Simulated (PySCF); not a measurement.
# C6H5F: electronic excitations

Aim: predict the electronic excitations of C6H5F (`C#CCC#CCF`).

The runs use PySCF 2.14.0, with density-fitted response routines of our own; the level of theory stands in each step. All values are computed, except where a source is named. Atoms are numbered from 0 throughout.

### Step 1. The starting structure

12 atoms, charge 0, multiplicity 1; geometry from: GFN2-xTB.

Bonds of the start (Å): C0–C1 1.20, C1–C2 1.45, C2–C3 1.45, C3–C4 1.20, C4–C5 1.45, C5–F6 1.38, C0–H7 1.05, C2–H8 1.10, C2–H9 1.10, C5–H10 1.10, C5–H11 1.10.

### Step 2. Excited states and response: PBE0/def2-SVPD

Job settings and geometry (Å):

```
{"job": {"kind": "uv", "xc": "PBE0", "basis": "def2-SVPD", "nstates": 8, "ntriplets": 3}, "charge": 0, "multiplicity": 1}
C      3.000406    -0.664301    -0.234032
C      2.184768     0.139155     0.111278
C      1.173669     1.096738     0.526721
C     -0.147763     0.500483     0.448417
C     -1.214596    -0.034532     0.336524
C     -2.525350    -0.649767     0.289606
F     -3.183935    -0.515799     1.494135
H      3.725036    -1.360736    -0.533455
H      1.218503     1.981310    -0.118104
H      1.367220     1.405783     1.559704
H     -3.157264    -0.173133    -0.470416
H     -2.439496    -1.725887     0.093033
```

With the program's defaults for keys left out, this is: TDDFT PBE0/def2-SVPD, vertical, gas phase, core orbitals frozen in the response.

Started as:

```bash
$ OMP_NUM_THREADS=1 python probes_run.py task.json out
```

This one command runs all jobs of the session in turn.

What it wrote:

```text
coarse grid: 10704 points
cycle   1  E = -330.6130767330  dE =  9.699e-01  |g| = 5.329e-01  |ddm| = 9.252e+00
cycle   2  E = -330.5936019482  dE =  1.947e-02  |g| = 6.542e-01  |ddm| = 3.264e+00
cycle   3  E = -330.6721760483  dE = -7.857e-02  |g| = 1.130e-01  |ddm| = 1.215e+00
cycle   4  E = -330.6742024120  dE = -2.026e-03  |g| = 5.536e-02  |ddm| = 2.769e-01
cycle   5  E = -330.6748616592  dE = -6.592e-04  |g| = 2.333e-02  |ddm| = 1.039e-01
cycle   6  E = -330.6749833237  dE = -1.217e-04  |g| = 5.284e-03  |ddm| = 4.387e-02
cycle   7  E = -330.6749883581  dE = -5.034e-06  |g| = 2.603e-03  |ddm| = 1.378e-02
final grid: 105712 points
cycle   8  E = -330.7254818076  dE = -2.145e-05  |g| = 7.996e-03  |ddm| = 1.126e-01
cycle   9  E = -330.7254543983  dE =  2.741e-05  |g| = 1.355e-02  |ddm| = 3.585e-02
cycle  10  E = -330.7254961985  dE = -4.180e-05  |g| = 2.164e-03  |ddm| = 2.019e-02
cycle  11  E = -330.7254973326  dE = -1.134e-06  |g| = 5.279e-04  |ddm| = 4.009e-03
cycle  12  E = -330.7254973880  dE = -5.533e-08  |g| = 1.851e-04  |ddm| = 8.797e-04
cycle  13  E = -330.7254973953  dE = -7.300e-09  |g| = 7.899e-05  |ddm| = 3.196e-04
cycle  14  E = -330.7254973966  dE = -1.333e-09  |g| = 1.086e-05  |ddm| = 1.258e-04
cycle  15  E = -330.7254973966  dE = -2.296e-11  |g| = 3.174e-06  |ddm| = 4.022e-05
converged SCF energy = -330.7254973966

Static polarisability (au): isotropic 69.299, principal 49.285 63.163 95.451

Singlet excitations
state   eV       nm        f      main configurations
  1   6.0343    205.5   0.00073   H->L 0.82, H-2->L 0.09
  2   6.5599    189.0   0.00605   H-1->L 0.50, H->L+2 0.15, H->L+1 0.14
  3   6.7913    182.6   0.00263   H-3->L 0.21, H-2->L 0.18, H-2->L+2 0.10
  4   6.9047    179.6   0.02612   H-1->L 0.12, H-2->L+2 0.11, H->L+1 0.11
  5   6.9844    177.5   0.00165   H-1->L+3 0.25, H-2->L 0.13, H->L+3 0.12
  6   7.0950    174.7   0.00266   H-3->L+2 0.19, H-3->L+1 0.13, H-1->L+5 0.12
  7   7.2096    172.0   0.01939   H->L+1 0.52, H->L+2 0.40
  8   7.4325    166.8   0.03619   H-1->L+1 0.51, H-1->L+2 0.41

Triplet excitations (Tamm-Dancoff, eV): 5.2125 5.3936 5.5565
```

It took 53 s on 1 thread of Arm Neoverse N1, shared host; peak memory 0.72 GiB.

The orbitals next to the gap, with their largest atomic shares:

| orbital | eV | atoms |
| --- | --- | --- |
| HOMO−3 | -8.51 | C3 23 %, C4 22 %, C1 20 % |
| HOMO−2 | -8.37 | C1 31 %, C0 30 %, C3 13 % |
| HOMO−1 | -8.00 | C0 25 %, C1 24 %, C4 18 % |
| HOMO | -7.80 | C3 28 %, C4 27 %, C0 12 % |
| LUMO | 0.06 | C3 21 %, C4 19 %, C5 15 % |
| LUMO+1 | 0.54 | C2 18 %, H8 16 %, C3 15 % |
| LUMO+2 | 0.72 | C4 16 %, C3 16 %, C0 15 % |

With each of the 8 states as a Gaussian band of 0.4 eV half-width at 1/e, the curve within the window shown has maxima at 171 nm (ε 2,700) L/(mol cm). Beyond the last state computed it falls off for lack of states. The curve at chosen wavelengths:

| nm | ε (L/mol/cm) |
| --- | --- |
| 160 | 1003 |
| 163 | 1659 |
| 165 | 2065 |
| 168 | 2494 |
| 171 | 2651 |
| 173 | 2623 |
| 176 | 2442 |
| 179 | 2144 |
| 181 | 1904 |
| 184 | 1514 |
| 187 | 1131 |
| 189 | 901 |
| 192 | 613 |
| 195 | 400 |
| 198 | 254 |
| 200 | 186 |
| 203 | 117 |
| 206 | 76 |
| 208 | 57 |
| 211 | 39 |
| 214 | 26 |
| 216 | 20 |
| 219 | 13 |
| 222 | 9 |
| 224 | 6 |
| 227 | 4 |

Leading natural transition orbitals of singlet state 8: the hole lies on C0, C1, C4 about 23 % each; C3 18 %; the particle on H8, H9 about 19 % each; C1, C3 about 11 % each; C0, C4 about 8 % each.

Leading natural transition orbitals of singlet state 1: the hole lies on C3, C4 about 39 % each; the particle on C3, C4 about 28 % each; F6 10 %; C5 8 %.

Ground-state properties from the same run:

| property | computed |
| --- | --- |
| dipole moment (D) | 1.73 |
| polarisability (Å³) | 10.27 |
| HOMO–LUMO gap (eV) | 7.86 |
| −ε(HOMO) (eV) | 7.80 |

The fields below are evaluated on a grid from the run's orbitals.

Frontier orbitals at PBE0/def2-SVPD, with the share of their density that lies nearest to each atom:

| orbital | energy (eV) | lies on |
| --- | --- | --- |
| HOMO | -7.80 | C3, C4 about 29 % each; C0, C1 about 12 % each |
| LUMO | 0.06 | C3 23 %; C4 19 %; F6 12 % |

ELF in a plane through or near 8 of the atoms.

Ten even steps from '0' (0.00) to '9' (1.00):
```
0000000000000000000000000000
0000000000000000000000000000
0000000000000000000000000000
0000000000000000000000000000
0000000000000000000000000000
0000000001331002210000000000
0000000003654456530000000000
0000000114227768851001100000
0000134558619327763112210000
0000246744958227457442110000
0000367844422688286523000000
0000365177720467666353000000
0000585728710134228996000000
0001999767510001039998200000
0002999954300000029998100000
0000899721100000005762000000
0000155100000000000000000000
0000000000000000000000000000
0000000000000000000000000000
0000000000000000000000000000
```
The map spans 12.4 Å across and 9.0 Å up, centred on the molecule. Atoms in the plane (x, y in Å): C0 (-2.9, -1.1), C1 (-2.2, -0.1), C2 (-1.3, 1.0), C3 (0.1, 0.5), C4 (1.2, 0.1), C5 (2.6, -0.4), H7 (-3.6, -1.9), H11 (2.6, -1.5).

log10 of the density (e/Å³) in the same plane.

Ten even steps from ' ' (-4.0) to '@' (1.7):
```
                                                        
                                                        
                ..........                              
              ..::::----::::......                      
              ::----====----::::::....                  
            ..::--==++++======------::........          
        ..::::--==****##**++++++++==----------::..      
        ::----==++**##%%####******++==========--..      
      ..::--==++****########@@####**++++++++++==::..    
      ::--==++**######**####%%##%%##********++==::..    
    ..::==++**####@@##++++****########@@##**++==::..    
    ..--==++**######**++==++++******######**==--::      
    ::--++**##@@##**++==========++++**####++==--..      
    ::--++**####****++----------==++**##**++==::..      
    ..--++******++====--::....::::--==++++==--..        
    ..::==++++====----::..      ..::--------::..        
      ..::--------::::..          ..::::::....          
        ..::::::....                  ..                
                                                        
                                                        
```
The map spans 12.4 Å across and 9.0 Å up, centred on the molecule. Atoms in the plane (x, y in Å): C0 (-2.9, -1.1), C1 (-2.2, -0.1), C2 (-1.3, 1.0), C3 (0.1, 0.5), C4 (1.2, 0.1), C5 (2.6, -0.4), H7 (-3.6, -1.9), H11 (2.6, -1.5).

On the surface of density 0.002 e/bohr³ the electrostatic potential runs, from the 1st to the 99th percentile, from -1.09 V near F6 to 1.33 V near H7.

### Step 3. What came out

```
                                quantity                        value
         lowest singlet (PBE0/def2-SVPD)  6.03 eV (205 nm), f = 0.001
brightest single state of those computed  state 8, 7.43 eV, f = 0.036
                          lowest triplet                      5.21 eV
   surface potential, 1st and 99th percentile           -1.09 V and 1.33 V
```

What this shows: The lowest singlet, at 6.03 eV, is HOMO→LUMO 0.82, HOMO−2→LUMO 0.09 and is dark; of the 8 states computed, the strongest absorption comes from state 8 at 7.43 eV (the last computed, so partners may be missing). The lowest triplet lies 0.82 eV below the lowest singlet (triplets in Tamm-Dancoff, singlets in full TDDFT).
